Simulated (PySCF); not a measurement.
# TcH₃: triplet, from a PBE0 minimum start

The task is one start of a wider search on TcH₃: the triplet, from a PBE0 minimum start. It is relaxed, tested by its Hessian and followed downhill if it is a saddle.

The runs use PySCF 2.14.0; PBE0, basis Tc def2-TZVP with ECP28, H def2-TZVP, scalar-relativistic core potentials, no spin–orbit coupling, density fitting.

### Step 1. Starting geometry

4 atoms, charge 0, spin multiplicity 3.

Bond lengths: Tc1–H2 1.612 Å, Tc1–H3 1.620 Å, Tc1–H4 1.620 Å. Angles: H2–Tc1–H3 96.5°, H2–Tc1–H4 96.5°, H3–Tc1–H4 105.0°.

Z-matrix (Å, degrees; charge 0 multiplicity 3):
```
Tc
H  1 1.6120
H  1 1.6198 2 96.47
H  1 1.6198 2 96.47 3 -105.98
```

### Step 2. Finding the electronic state

One driver script runs all steps and calls PySCF; scf.py shows how it sets up the SCF of each step. The optimiser is the driver's own. After this first run the driver tries any further starts and a stability analysis.

scf.py reads:

```python
from pyscf import gto, scf, dft
mol = gto.M(atom='''
Tc     0.000000    -0.014640    -0.017459
H      0.000000    -0.492736     1.522052
H      1.285175     0.964729     0.095676
H     -1.285175     0.964729     0.095676''',
    basis={'Tc': 'def2-TZVP', 'H': 'def2-TZVP'},
    ecp={'Tc': 'def2-TZVP'},
    charge=0, spin=2)
mf = dft.UKS(mol, xc='PBE0')
mf.grids.atom_grid = (50, 194)
aux = {'Tc': 'def2-universal-JKFIT', 'H': 'def2-universal-JKFIT'}
mf = mf.density_fit(auxbasis=aux)
mf.conv_tol = 1e-08
mf.diis_space = 10
mf.max_cycle = 60
mf.init_guess = 'minao'
mf.verbose = 4
mf.kernel()
```

Command:

```sh
$ OMP_NUM_THREADS=2 python axn.py task.json out
```

After this run come: Relaxation: PBE0 minimum start, triplet; Hessian and properties.

**Question.** What will these runs give? Wanted: minimum; geometry; wavenumbers; dipole moment; highest occupied, lowest empty level; polar-tensor charge of Tc1; zero-point energy; atomisation energy; ⟨S²⟩.

**Answer**, as computed:

```
                                          quantity                                                              value
                                           minimum                                                        triplet, Cs
                                          geometry  Tc–H 1.612 Å, Tc–H 1.620 Å (×2); H–Tc–H 96.5° (×2), H–Tc–H 105.1°
                                wavenumbers (cm⁻¹)    431 (a'), 491 (a''), 555 (a'), 1989 (a''), 2021 (a'), 2077 (a')
                                     dipole moment                                                             2.88 D
highest occupied, lowest empty level (either spin)                                                    -5.38, -2.12 eV
                        polar-tensor charge of Tc1                                                            +0.85 e
                                 zero-point energy                                                        45.2 kJ/mol
                               entropy at 298.15 K                                                    253.4 J/(mol K)
         atomisation energy (no zero-point energy)                                                         731 kJ/mol
                                              ⟨S²⟩                                                              2.025
```

**Reading.** The PBE0 minimum start keeps its Cs symmetry and ends in a minimum. In the infrared the band at 1989 cm⁻¹ (a'', stretch) leads. Most of the spin sits on Tc1 (Mulliken spin 2.30, against 2 for the whole molecule). Other starts or spin states, not run here, may lie lower. Open d and f shells are described by one determinant, and the ground state may have another occupation or spin.
